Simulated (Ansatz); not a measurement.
# BiTe: a single-point run

The task is a single-point run on BiTe. The structure is shown as the input types it.

Computed with Ansatz 0.2.0 (DFT, PBEsol, PAW with Ansatz's default frozen-core files, scalar-relativistic, unless a step's input says otherwise).

## (1) The structure to begin with

Symmetry: Fm-3m, No. 225, cubic system. The conventional cell has a = 6.470 Å, b = 6.470 Å, c = 6.470 Å, α = 90.00°, β = 90.00°, γ = 90.00°. Bi (site symmetry m-3m) has 6 Te at 3.23 Å in its first shell of neighbours. Te (site symmetry m-3m) has 6 Bi at 3.23 Å in its first shell of neighbours.

Structure file:

```
CELL_PARAMETERS angstrom
0.00000 3.23500 3.23500
3.23500 0.00000 3.23500
3.23500 3.23500 0.00000
ATOMIC_POSITIONS crystal
Bi 0.00000 0.00000 0.00000
Te 0.50000 0.50000 0.50000
```

## (2) The calculation

File input.yaml:

```yaml
crystal:
  lattice:
    - [0.0, 3.235, 3.235]
    - [3.235, 0.0, 3.235]
    - [3.235, 3.235, 0.0]
  atoms:
    - { symbol: Bi, position: [0.0, 0.0, 0.0] }
    - { symbol: Te, position: [0.5, 0.5, 0.5] }
kpoints:
  mp_grid: { grid: [10, 10, 10] }
  band_path:
    path:
      - [0.0, 0.0, 0.0]
      - [0.5, 0.0, 0.5]
      - [0.625, 0.25, 0.625]
      - [0.375, 0.375, 0.75]
      - [0.0, 0.0, 0.0]
      - [0.5, 0.5, 0.5]
      - [0.5, 0.25, 0.75]
      - [0.5, 0.0, 0.5]
    npoints: 5
scf:
  occupations: { method: fermi_dirac, width: 0.08 }
  mixing: { algorithm: anderson, beta: 0.005, ndim: 1 }
  max_iter: 60
hamiltonian:
  xc: pbesol
  pseudopotentials: { kind: paw }
output:
  forces: true
  stress: true
  eigenvalues: true
  efg: { contact_densities: true }
```

Command:

```
$ ansatz run input.yaml --threads 1 --pin off --max-ram 2048MiB --backend cpu --events-out ev --progress --plain --runs-dir out
```

**Question.** How will this run end, and is anything wrong with its input?

This run ends as converged, with warnings (gradients without spin orbit). Convergence says nothing about whether the input makes sense.

In the input, scf.mixing.algorithm is anderson; scf.mixing.beta is 0.005; scf.mixing.ndim is 1. What could go wrong: mixing too weak. The residual crept for many cycles and then fell at once, which so weak a step can't do by itself: the program changed its mixing. Several mixing settings were changed at once, so this run can't tell how much each is to blame.

Run again and compare: delete scf.mixing.algorithm, scf.mixing.beta and scf.mixing.ndim (the default then holds).
